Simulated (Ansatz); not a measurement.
# Ru3W: the cost of one run

Computed with Ansatz 0.2.0 (DFT PBEsol, scalar-relativistic, plane waves, PAW, unless a step's input says otherwise).

2 further runs of the same task are left out: 2 that didn't finish.

### 1 The system as given

It takes space group P6_3/mmc (No. 194, hexagonal). The conventional cell has a = 5.471 Å, b = 5.471 Å, c = 4.354 Å, α = 90.00°, β = 90.00°, γ = 120.00°. Ru (site symmetry mm2) is surrounded by 8 Ru at 2.69 to 2.74 Å and 4 W at 2.69 to 2.74 Å. Around W (site symmetry -6m2) lie 12 Ru at 2.69 to 2.74 Å.

Coordinates:

```
CELL_PARAMETERS angstrom
5.47148 0.00000 0.00000
-2.73574 4.73844 0.00000
0.00000 0.00000 4.35412
ATOMIC_POSITIONS crystal
Ru 0.16632 0.33264 0.25000
Ru 0.66736 0.83368 0.25000
Ru 0.16632 0.83368 0.25000
Ru 0.83368 0.66736 0.75000
Ru 0.33264 0.16632 0.75000
Ru 0.83368 0.16632 0.75000
W 0.33333 0.66667 0.75000
W 0.66667 0.33333 0.25000
```

Source of the structure: the Materials Project (structure only).

(A quick probe on a coarse mesh, which set the mesh and smearing, is not shown.)

### 3 The relaxation

The input, input.yaml:

```yaml
crystal:
  lattice:
    - [5.47147794, 0.0, 0.0]
    - [-2.73573897, 4.7384388923, 0.0]
    - [0.0, 0.0, 4.35412186]
  atoms:
    - { symbol: Ru, position: [0.16631791, 0.33263582, 0.25] }
    - { symbol: Ru, position: [0.66736418, 0.83368209, 0.25] }
    - { symbol: Ru, position: [0.16631791, 0.83368209, 0.25] }
    - { symbol: Ru, position: [0.83368209, 0.66736418, 0.75] }
    - { symbol: Ru, position: [0.33263582, 0.16631791, 0.75] }
    - { symbol: Ru, position: [0.83368209, 0.16631791, 0.75] }
    - { symbol: W, position: [0.33333333, 0.66666667, 0.75] }
    - { symbol: W, position: [0.66666667, 0.33333333, 0.25] }
basis:
  ecutwfc: 420
kpoints:
  mp_grid: { grid: [9, 9, 8] }
hamiltonian:
  xc: pbesol
scf:
  occupations: { method: gaussian, width: 0.1 }
output:
  forces: true
  stress: true
  eigenvalues: true
  write_density: true
  write_potential: true
  elf: true
  volumetric_format: npy
relax:
  adjacent_minimum: "off"
  f_tol: 0.01
  max_steps: 80
  cell: { stress_tol: 0.05 }
```

The run is started by

```bash
$ ansatz run input.yaml --threads 2 --pin off --max-ram 5120MiB --backend cpu --events-out ev --progress --plain --runs-dir out
```

**Question.** How long does this run take on 2 threads of Arm Neoverse V2, shared host, and how much memory does it need?

About 80 s, with a peak of 0.76 GiB.
